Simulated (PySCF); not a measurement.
# CaCl: bond curves at several levels of theory

The task here is to estimate one member of a computed series from the others.

Program: PySCF 2.14.0. Level of theory: Ca def2-SVP, Cl def2-SVP, no relativity. These are calculated values, not measurements.

The first run:

The job is set up so:

* atoms: Ca, Cl
* charge: 0
* basis: Ca def2-SVP, Cl def2-SVP
* Hamiltonian: no relativity
* basis functions: 42
* electrons treated: 37
* masses in u: 39.9626, 34.9689
* levels: PBE0, PBE, r²SCAN, LDA, revPBE, PW91, HSE06, HF, MP2, SCS-MP2, CCSD, CCSD(T)
* grid: 80 radial by 434 angular points
* occupations: held fixed by the projection of orbital angular momentum
* dissociation limit: Ca + Cl, each in its ground configuration
* starting distance in angstrom: 2.560
* values of 2S to try: 1, 3

Run with:

```bash
OMP_NUM_THREADS=1 python dia.py task.json out
```

Among the steps run: Set-up; PBE0 along the bond; Higher solutions at PBE0; PBE; r²SCAN (meta-GGA); LDA; revPBE (GGA); PW91; HSE06; UHF (mean field); Adding correlation.

One table of the session follows, with a row left open; its other results are not shown here.

Energy (eV) from each level's lowest point:

```
R (Å)    UHF  UHF-MP2  UHF-SCS-MP2  UHF-CCSD  UHF-CCSD(T)
2.088  1.355    1.175        1.210       n/a          n/a
2.185  0.685    0.567        0.591     0.587        0.581
2.282  0.283    0.214        0.228     0.225        0.222
2.355  0.111    0.070        0.079     0.077        0.076
2.428      ?        ?            ?         ?            ?
2.501  0.000    0.000        0.000     0.000        0.000
2.598  0.043    0.061        0.057     0.058        0.058
2.719  0.180    0.213        0.205     0.206        0.206
2.865  0.418    0.464        0.452     0.452        0.452
3.059  0.801    0.857        0.841       n/a          n/a
```

Estimate the missing values for R (Å) = 2.428.

Worked estimate for «UHF». A straight line through the neighbours (2.355, 0.111) and (2.501, 0.000) gives 0.111 + (0.000 − 0.111) × (2.428 − 2.355) / (2.501 − 2.355) = 0.055; a parabola fitted to 4 rows on both sides gives 0.025.

**Answer.** UHF: 0.024; UHF-MP2: 0.005; UHF-SCS-MP2: 0.009; UHF-CCSD: 0.009; UHF-CCSD(T): 0.008. In «UHF» the line misses by +0.031 and the parabola by +0.001.
